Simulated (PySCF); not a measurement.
# C4H5F2O radical: open-shell or spin-flip excitations

Aim: compute the open-shell or spin-flip excitations of C4H5F2O radical (`[CH2]C(=C)OC(F)F`).

Computed with PySCF 2.14.0 and routines of our own; the level stands in each step. Atoms count from 0.

### 1 The system as given

12 atoms, charge 0, multiplicity 2; geometry from: GFN2-xTB.

### 2 Open-shell or spin-flip excitations: unrestricted TDA B3LYP/def2-SVPD

The job: settings as JSON, then the geometry in Å.

```
{"job": {"kind": "uabs", "xc": "B3LYP", "basis": "def2-SVPD", "nstates": 10, "tda": true}, "charge": 0, "multiplicity": 2}
C     -0.895480     1.019856     0.371685
C     -0.593183    -0.205010    -0.170518
C     -1.527211    -1.165853    -0.490659
O      0.720001    -0.571186    -0.472087
C      1.731970     0.079312     0.126508
F      2.828585    -0.687256     0.039058
F      2.045459     1.242744    -0.506419
H     -1.918217     1.255036     0.592995
H     -0.161758     1.782000     0.551334
H     -2.571889    -0.977890    -0.342767
H     -1.216542    -2.099132    -0.917676
H      1.559464     0.326693     1.192519
```

Level: unrestricted TDA B3LYP/def2-SVPD, vertical, gas phase, core orbitals frozen in the response.

The run is started by

```sh
> OMP_NUM_THREADS=1 python excited_run.py task.json out
```

This one command runs all jobs of the session in turn.

Standard output:

```text
coarse grid: 10704 points
cycle   1  E = -429.7792674935  dE =  1.021e+00  |g| = 5.967e-01  |ddm| = 3.994e+00
cycle   2  E = -429.6439012991  dE =  1.354e-01  |g| = 8.886e-01  |ddm| = 1.417e+00
cycle   3  E = -429.9082266633  dE = -2.643e-01  |g| = 5.732e-02  |ddm| = 8.443e-01
cycle   4  E = -429.9093602328  dE = -1.134e-03  |g| = 3.421e-02  |ddm| = 1.234e-01
cycle   5  E = -429.9099920085  dE = -6.318e-04  |g| = 1.238e-02  |ddm| = 6.008e-02
cycle   6  E = -429.9100904007  dE = -9.839e-05  |g| = 5.256e-03  |ddm| = 2.553e-02
cycle   7  E = -429.9101186248  dE = -2.822e-05  |g| = 1.573e-03  |ddm| = 1.506e-02
cycle   8  E = -429.9101216088  dE = -2.984e-06  |g| = 8.550e-04  |ddm| = 6.792e-03
final grid: 106112 points
cycle   9  E = -429.9829291534  dE = -4.593e-05  |g| = 4.788e-03  |ddm| = 8.129e-02
cycle  10  E = -429.9829222931  dE =  6.860e-06  |g| = 6.511e-03  |ddm| = 1.564e-02
cycle  11  E = -429.9829390285  dE = -1.674e-05  |g| = 5.622e-04  |ddm| = 7.904e-03
cycle  12  E = -429.9829391614  dE = -1.329e-07  |g| = 1.026e-04  |ddm| = 8.625e-04
cycle  13  E = -429.9829391652  dE = -3.809e-09  |g| = 5.540e-05  |ddm| = 2.327e-04
cycle  14  E = -429.9829391662  dE = -1.062e-09  |g| = 1.585e-05  |ddm| = 6.806e-05
cycle  15  E = -429.9829391663  dE = -1.085e-10  |g| = 4.430e-06  |ddm| = 2.896e-05
converged SCF energy = -429.9829391663

Static polarisability (au): isotropic 57.909, principal 41.863 60.221 71.642

<S^2> of the reference = 0.7775 (exact 0.7500)

Excitations
state   eV       nm        f      <S^2>   main configurations
  1   3.5731    347.0   0.02287   0.760   Hb->Lb 0.79, Ha->La 0.10
  2   5.5524    223.3   0.00177   0.783   Ha->La 0.52, Ha->L+1a 0.43
  3   5.8756    211.0   0.21557   0.770   Ha->L+1a 0.38, Ha->La 0.26, H-2b->Lb 0.14, Hb->Lb 0.14
  4   6.1118    202.9   0.02446   0.787   H-1b->Lb 0.78
  5   6.2458    198.5   0.01324   0.790   Ha->L+2a 0.90
  6   6.4811    191.3   0.00538   0.799   H-3b->Lb 0.79
  7   6.5884    188.2   0.00808   0.798   Ha->L+3a 0.88
  8   6.6588    186.2   0.00133   2.651   Hb->L+2b 0.54, H-1a->La 0.20, H-1a->L+1a 0.16
  9   6.7272    184.3   0.00195   0.806   Ha->L+4a 0.82
 10   6.8061    182.2   0.09816   0.790   H-2b->Lb 0.67
```

Run time: 35 s. Hardware: 1 thread of Intel Xeon 6975P-C, shared host; peak memory 0.62 GiB.

From this job:

```
quantity  value
    ⟨S²⟩  0.777
```

Löwdin spin populations:

```
atom  value (e)
  C0       0.42
  C1       0.02
  C2       0.47
  O3      -0.02
  C4       0.00
  F5       0.00
  F6       0.00
  H7       0.03
  H8       0.03
  H9       0.03
 H10       0.03
 H11       0.00
```

With diffuse functions Löwdin's scheme smears the spin, so small populations can have the wrong sign.

### 3 Open-shell or spin-flip excitations (C₄H₅F₂O): B97-2/cc-pVDZ

Settings changed since step 2:

```diff
@@ -1,2 +1,2 @@
-{"job": {"kind": "uabs", "xc": "B3LYP", "basis": "def2-SVPD", "nstates": 10, "tda": true}, "charge": 0, "multiplicity": 2}
+{"job": {"kind": "uabs", "xc": "B97-2", "basis": "cc-pVDZ", "nstates": 25, "tda": false, "scf": {"max_cycle": 93}}, "charge": 0, "multiplicity": 1}
 C     -0.895480     1.019856     0.371685
```

With the program's defaults for keys left out, this is: B97-2/cc-pVDZ.

Standard output:

```text
RuntimeError: Electron number 55 and spin 0 are not consistent
Note mol.spin = 2S = Nalpha - Nbeta, not 2S+1
```

It took 0.02 s on 1 thread of Intel Xeon 6975P-C, shared host.

**What went wrong.** Charge and multiplicity don't fit the number of electrons: an even count needs an odd multiplicity, and the reverse. Cure: mend the charge or the multiplicity.

### 4 Outcome

```
                                                                                        quantity                               value
lowest and brightest state of nearly pure spin, of 10 (step 2, unrestricted TDA B3LYP/def2-SVPD)         3.57 eV; 5.88 eV, f = 0.216
                                                                                            runs  1 failed, 0 ended on unsound input
```

In words: States whose ⟨S²⟩ lies well above the reference's are mixtures of spin states, an artefact of the unrestricted response, and are left out of the summary.
